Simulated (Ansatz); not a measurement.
# CaMn2Bi2 (P-3m1): equation of state

How stiff is CaMn2Bi2 (P-3m1)? Energies and pressures are computed at volumes on both sides of the relaxed cell and fitted.

Computed with Ansatz 0.2.0 (DFT PBE, scalar-relativistic, plane waves, PAW, unless a step's input says otherwise).

Spin polarisation is switched off on purpose; where the compound carries moments, volume, stiffness and gap are then not the real material's.

**1. The structure to begin with**

It takes space group P-3m1 (No. 164, trigonal). The conventional cell has a = 3.856 Å, b = 3.856 Å, c = 8.998 Å, α = 90.00°, β = 90.00°, γ = 120.00°. Around Ca (site symmetry -3m) lie 6 Bi at 3.25 Å. Around Mn (site symmetry 3m) lie 3 Mn at 2.44 Å and 4 Bi at 2.63 to 2.75 Å. Bi (site symmetry 3m) is surrounded by 4 Mn at 2.63 to 2.75 Å.

As a file:

```xyz
5
Lattice="3.8559 0.0000 0.0000 -1.9279 3.3393 0.0000 0.0000 0.0000 8.9981" Properties=species:S:1:pos:R:3 pbc="T T T"
Ca    0.0000    0.0000    0.0000
Mn    1.9279    1.1131    5.0041
Mn    0.0000    2.2262    3.9940
Bi    1.9279    1.1131    2.3745
Bi    0.0000    2.2262    6.6236
```

An earlier run at PBE left this cell at 23.172 Å³/atom and -0.02 GPa (12×12×6 mesh).

Volume factors to run: 0.980, 1.020, 0.960, 1.040.

**2. At 0.980 of the relaxed volume**

Input file input.yaml:

```yaml
crystal:
  lattice:
    - [3.8300155929, 0.0, 0.0]
    - [-1.9150077964, 3.3168908003, 0.0]
    - [0.0, 0.0, 8.937684497]
  atoms:
    - { symbol: Ca, position: [0.0, 0.0, 0.0] }
    - { symbol: Mn, position: [0.6666666667, 0.3333333333, 0.5561300001] }
    - { symbol: Mn, position: [0.3333333333, 0.6666666667, 0.4438699999] }
    - { symbol: Bi, position: [0.6666666667, 0.3333333333, 0.2638863536] }
    - { symbol: Bi, position: [0.3333333333, 0.6666666667, 0.7361136464] }
basis:
  ecutwfc: 420
  ecutrho_ratio: 4
kpoints:
  mp_grid: { grid: [12, 12, 6] }
hamiltonian:
  xc: pbe
scf:
  occupations: { method: gaussian, width: 0.05 }
output:
  forces: true
  stress: true
  eigenvalues: true
relax:
  f_tol: 0.01
  max_steps: 40
  cell: { stress_tol: 0.1, fix: [volume] }
```

Run with:

```
$ ansatz run input.yaml --threads 1 --pin off --max-ram 2560MiB --backend cpu --events-out ev --progress --plain --runs-dir out
```

After this run come: Scaling the volume by 1.020; At 0.960 of the relaxed volume; At 1.040 of the relaxed volume.

What does the calculation give? Wanted: V0; B0; B0′; scatter of the fit.

**Answer**, as computed:

```
          quantity           value
                V0  23.167 Å³/atom
                B0          63 GPa
               B0′             4.8
scatter of the fit  0.001 meV/atom
```

**Reading.** A third-order Birch–Murnaghan fit puts the minimum at 23.17 Å³/atom with a bulk modulus of 63 GPa. One per cent of compression takes about 0.63 GPa. These are values at 0 K without zero-point motion. Spin–orbit coupling is left out, though the cell holds Bi; in elements this heavy it can shift levels and gaps by tenths of an eV. Spin polarisation wasn't allowed in this run.
